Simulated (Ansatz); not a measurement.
# CH5Ga: the cost of one run

The runs use Ansatz 0.2.0, Gaussian basis; PBE0-D4/def2-TZVP structures, single points in def2-TZVPP, no counterpoise correction.

Levels: SPW92, PBE-D4, BLYP-D4, r2SCAN-D4, B97M-V, PBE0-D4, B3LYP-D4, r2SCAN0-D4, BHLYP-D4, CAM-B3LYP-D4, wB97X-V, wB97M-V, B2PLYP, PBE-QIDH, RPA on PBE, Hartree-Fock, MP2, CCSD, CCSD(T).

Cores are frozen in the correlated methods. Filled d shells of the heavier atoms are correlated. B3LYP uses VWN-RPA correlation. B2PLYP carries no dispersion term here.

94 further runs of the same task are left out: 94 set aside as unsound or not needed. Runs told in other sessions of the task aren't counted.

## 1. Where the work starts

The complex: 11 atoms, charge 0, spin multiplicity 1.

Atoms are counted from 1 here; the program's logs count them from 0.

Bond lengths: Ga1–C2 1.975 Å, Ga1–H3 1.574 Å, Ga1–H4 1.575 Å, C2–H7 1.091 Å, C2–H8 1.091 Å, C2–H9 1.095 Å, H5–As6 1.533 Å, As6–H10 1.520 Å, As6–H11 1.520 Å. Angles: C2–Ga1–H3 120.2°, C2–Ga1–H4 120.1°, H3–Ga1–H4 119.1°, Ga1–C2–H7 112.2°, Ga1–C2–H8 112.2°, Ga1–C2–H9 108.2°, H7–C2–H8 109.2°, H7–C2–H9 107.4°, H8–C2–H9 107.5°, H5–As6–H10 92.6°, H5–As6–H11 92.6°, H10–As6–H11 92.4°.

Geometry (Å):

```csv
atom,x (Å),y (Å),z (Å)
Ga1,-0.9278,0.4745,0.1809
C2,0.3497,1.6549,-0.7536
H3,-1.9661,-0.3778,-0.6398
H4,-1.0576,0.5371,1.7489
H5,0.9652,-0.9457,0.0130
As6,0.9638,-2.3852,0.5402
H7,1.2419,1.8507,-0.1567
H8,0.6473,1.2536,-1.7237
H9,-0.1428,2.6167,-0.9331
H10,-0.3688,-2.6984,-0.1198
H11,0.2953,-1.9804,1.8438
```

Its parts: CH₅Ga holds atoms 1, 2, 3, 4, 7, 8, 9; AsH₃ holds atoms 5, 6, 10, 11. Each part counts its atoms afresh in its own runs.

## 2. Relaxing CH₅Ga alone

File relax-a/in.yaml:

```yaml
crystal:
  periodic: [false, false, false]
  atoms:
    - {symbol: Ga, position_ang: [-0.927812, 0.474471, 0.180921]}
    - {symbol: C, position_ang: [0.349680, 1.654885, -0.753640]}
    - {symbol: H, position_ang: [-1.966088, -0.377808, -0.639829]}
    - {symbol: H, position_ang: [-1.057640, 0.537128, 1.748879]}
    - {symbol: H, position_ang: [1.241933, 1.850720, -0.156726]}
    - {symbol: H, position_ang: [0.647318, 1.253619, -1.723749]}
    - {symbol: H, position_ang: [-0.142824, 2.616678, -0.933060]}
basis:
  gaussian: {orbitals: def2-TZVP}
hamiltonian: {xc: pbe0, dispersion: d4}
relax: {f_tol: 0.005, max_steps: 200}
```

On the command line:

```bash
> ansatz run in.yaml --threads 8 --pin off --events-out ev --progress --plain --max-ram 19148MiB
```

Q: Estimate wall time and peak memory on 8 threads of Intel Xeon at 2.50GHz, shared host.

About 9 s, with a peak of 0.51 GiB.
